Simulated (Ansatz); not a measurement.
**C₅H₅ClF₄O₃Ti: small, medium and large basis sets**

One table from this session's results is given with a row withheld; the runs are named, their logs left out.

Computed with Ansatz 0.2.0, Gaussian basis. Level: one geometry, several basis sets.

The runs, in order: PBE0-D4/def2-SVP; ωB97M-V/def2-SVP; PBE0-D4/def2-QZVPP; ωB97M-V/def2-QZVPP; the functionals' def2-TZVPP values are taken from earlier runs.

## The geometry

An earlier PBE0-D4 in a triple-zeta def2 set relaxation fixed the geometry.

19 atoms, charge 0, spin multiplicity 1.

Atoms are counted from 1 here; the program's logs count them from 0.

Bond lengths: C1–C2 1.491 Å, C1–H15 1.088 Å, C1–H16 1.092 Å, C1–H17 1.093 Å, C2–C3 1.412 Å, C2–O14 1.255 Å, C3–C4 1.369 Å, C3–H18 1.078 Å, C4–C5 1.531 Å, C4–O9 1.272 Å, C5–F6 1.334 Å, C5–F7 1.331 Å, C5–F8 1.329 Å, O9–Ti10 1.962 Å, Ti10–O11 1.783 Å, Ti10–F12 1.753 Å, Ti10–Cl13 2.207 Å, Ti10–O14 2.074 Å and more. Angles: C2–C1–H15 112.4°, C2–C1–H16 109.3°, C2–C1–H17 108.6°, H15–C1–H16 109.7°, H15–C1–H17 109.6°, H16–C1–H17 107.0°, C1–C2–C3 120.5°, C1–C2–O14 117.3°, C3–C2–O14 122.2°, C2–C3–C4 119.8°, C2–C3–H18 120.2°, C4–C3–H18 120.0°, C3–C4–C5 120.3°, C3–C4–O9 126.9°, C5–C4–O9 112.9°, C4–C5–F6 112.0°, C4–C5–F7 110.0°, C4–C5–F8 110.2° and more.

The first run:

in.yaml

```yaml
crystal:
  periodic: [false, false, false]
  atoms:
    - {symbol: C, position_ang: [-1.794924, -0.889331, 1.882304]}
    - {symbol: C, position_ang: [-0.769495, -0.456032, 0.890005]}
    - {symbol: C, position_ang: [-0.993302, 0.675954, 0.076677]}
    - {symbol: C, position_ang: [-0.047533, 1.054938, -0.837980]}
    - {symbol: C, position_ang: [-0.302714, 2.249068, -1.762269]}
    - {symbol: F, position_ang: [-1.481585, 2.824120, -1.520291]}
    - {symbol: F, position_ang: [-0.290582, 1.851736, -3.032087]}
    - {symbol: F, position_ang: [0.645200, 3.166492, -1.599893]}
    - {symbol: O, position_ang: [1.083020, 0.508378, -1.037616]}
    - {symbol: Ti, position_ang: [2.081196, -0.958511, -0.200077]}
    - {symbol: O, position_ang: [1.890927, -2.704933, -0.505942]}
    - {symbol: F, position_ang: [3.357542, -0.658959, -1.364114]}
    - {symbol: Cl, position_ang: [3.084507, -0.480124, 1.706290]}
    - {symbol: O, position_ang: [0.280576, -1.138336, 0.813167]}
    - {symbol: H, position_ang: [-2.688673, -0.269293, 1.853827]}
    - {symbol: H, position_ang: [-2.062423, -1.931290, 1.693218]}
    - {symbol: H, position_ang: [-1.352803, -0.848482, 2.881100]}
    - {symbol: H, position_ang: [-1.914693, 1.229781, 0.159583]}
    - {symbol: H, position_ang: [1.233961, -3.229576, -0.039604]}
basis:
  gaussian: {orbitals: def2-SVP}
hamiltonian: {xc: pbe0, dispersion: d4}
output: {orbitals: {seedname: orbitals}}
```

Launch:

```console
$ ansatz run in.yaml --threads 11 --pin off --events-out ev --progress --plain --max-ram 174080MiB --backend cpu
```

Steps of the session up to this table: PBE0-D4 in def2-SVP; ωB97M-V in def2-SVP; PBE0-D4 in def2-QZVPP; ωB97M-V in def2-QZVPP.

One of the session's tables, all rows but one given; the rest of the session is left out.

It belongs to the step «Density functionals: the series». 

```
functional       basis  HOMO (eV)  LUMO (eV)
   PBE0-D4    def2-SVP      -8.21      -2.91
   PBE0-D4  def2-TZVPP          ?          ?
   PBE0-D4  def2-QZVPP      -8.30      -3.01
   ωB97M-V    def2-SVP     -10.28      -0.77
   ωB97M-V  def2-TZVPP     -10.40      -0.91
   ωB97M-V  def2-QZVPP     -10.42      -0.94
```

Q: Estimate the row for PBE0-D4, def2-TZVPP from the others.

The run gave: HOMO (eV): -8.29; LUMO (eV): -2.99. In the column «HOMO (eV)» it lies between PBE0-D4, def2-QZVPP (-8.30) and PBE0-D4, def2-SVP (-8.21).
